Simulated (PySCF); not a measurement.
# MgBr: a composite coupled-cluster curve

Aim: bond length, wavenumber and bond energy of MgBr near the limit of CCSD(T), built from two basis sets and any small corrections listed.

Computed with PySCF 2.14.0. Level: CCSD(T) on ROHF, scalar-relativistic core potentials.

2 further runs of the same task are left out: 2 set aside as unsound or not needed.

## (1) The job

```
molecule             : MgBr
state                : doublet, unpaired electrons σ ↑
smaller basis        : Mg cc-pCVDZ, Br aug-cc-pVDZ-PP with ECP10
larger basis         : Mg cc-pCVTZ, Br aug-cc-pVTZ-PP with ECP10
frozen core orbitals : 10
extrapolation        : correlation as n⁻³ (n = 2, 3), Hartree–Fock as (n+1)·exp(−9√n)
corrections          : none
distances (Å)        : 2.0919, 2.1870, 2.2821, 2.3772, 2.4723, 2.5911, 2.7100
masses (u)           : 23.9850, 78.9183
dissociation limit   : Mg + Br
```

Command:

```console
> OMP_NUM_THREADS=4 python comp.py task.json out
```

## (2) Coupled cluster at each distance

Q: Predict the outcome of this session. Wanted: for each run, Re; ωe; ωexe; αe; De.

As calculated:

| level | Re (Å) | ωe (cm⁻¹) | ωexe (cm⁻¹) | αe (cm⁻¹) | De (eV) |
| --- | --- | --- | --- | --- | --- |
| CCSD(T)/aug-cc-pVDZ(-PP) | 2.4007 | 360.7 | 1.32 | 0.000858 | 2.581 |
| CCSD(T)/aug-cc-pVTZ(-PP) | 2.3643 | 372.4 | 1.41 | 0.000909 | 2.720 |
| HF/CBS | 2.3686 | 373.9 | 1.35 | 0.000880 | 2.611 |
| MP2/CBS | 2.3522 | 378.1 | 1.40 | 0.000911 | 2.969 |
| CCSD/CBS | 2.3536 | 377.0 | 1.41 | 0.000917 | 2.687 |
| CCSD(T)/CBS | 2.3556 | 375.0 | 1.42 | 0.000923 | 2.763 |

What this shows: The last step gives Re = 2.3556 Å, ωe = 375.0 cm⁻¹ and De = 2.763 eV; the smaller basis alone is off from it by +45.1 mÅ and -0.18 eV. Near the minimum the mean field binds by 2.61 eV and correlation adds 0.15 eV of binding. T1 is 0.012. Spin–orbit coupling and excitations beyond (T) are left out.
